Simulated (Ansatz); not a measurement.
# CdSeS3: the cost of one run

Program: Ansatz 0.2.0. Level of theory: DFT PBE, scalar-relativistic, plane waves, PAW. These are calculated values, not measurements.

1 further run of the same task is left out (it didn't finish).

### 1 The structure to begin with

Symmetry: Pm-3m, No. 221, cubic system. The conventional cell has a = 5.008 Å, b = 5.008 Å, c = 5.008 Å, α = 90.00°, β = 90.00°, γ = 90.00°. Cd (site symmetry m-3m) is surrounded by 6 S at 2.50 Å. Around Se (site symmetry m-3m) lie 12 S at 3.54 Å. S (site symmetry 4/mmm) has 2 Cd at 2.50 Å as nearest neighbours.

As a file:

```
Cd Se S
1.0
     5.00756    0.00000    0.00000
     0.00000    5.00756    0.00000
     0.00000    0.00000    5.00756
Cd Se S
1 1 3
Direct
  0.00000 0.00000 0.00000
  0.50000 0.50000 0.50000
  0.00000 0.00000 0.50000
  0.00000 0.50000 0.00000
  0.50000 0.00000 0.00000
```

The cell is invented: species swapped into a database cell of Rb3ClO (Pm-3m, No. 221), with S on the Rb sites, Se on the Cl sites and Cd on the O sites. Its size is a rough estimate.

### 2 A first look at the guess

The input, input.yaml:

```yaml
crystal:
  lattice:
    - [5.00756017, 0.0, 0.0]
    - [0.0, 5.00756017, 0.0]
    - [0.0, 0.0, 5.00756017]
  atoms:
    - { symbol: Cd, position: [0.0, 0.0, 0.0] }
    - { symbol: Se, position: [0.5, 0.5, 0.5] }
    - { symbol: S, position: [0.0, 0.0, 0.5] }
    - { symbol: S, position: [0.0, 0.5, 0.0] }
    - { symbol: S, position: [0.5, 0.0, 0.0] }
basis:
  ecutwfc: 420
kpoints:
  mp_grid: { grid: [4, 4, 4] }
hamiltonian:
  xc: pbe
scf:
  occupations: { method: gaussian, width: 0.1 }
  lower_state_search: "off"
output:
  forces: true
  stress: true
  eigenvalues: true
```

Started as:

```console
$ ansatz run input.yaml --threads 1 --pin off --max-ram 2560MiB --backend cpu --events-out ev --progress --plain --runs-dir out
```

**Question.** How long does this run take on 1 thread of Arm Neoverse V2, shared host, and how much memory does it need?

About 2.4 s, with a peak of 0.37 GiB.
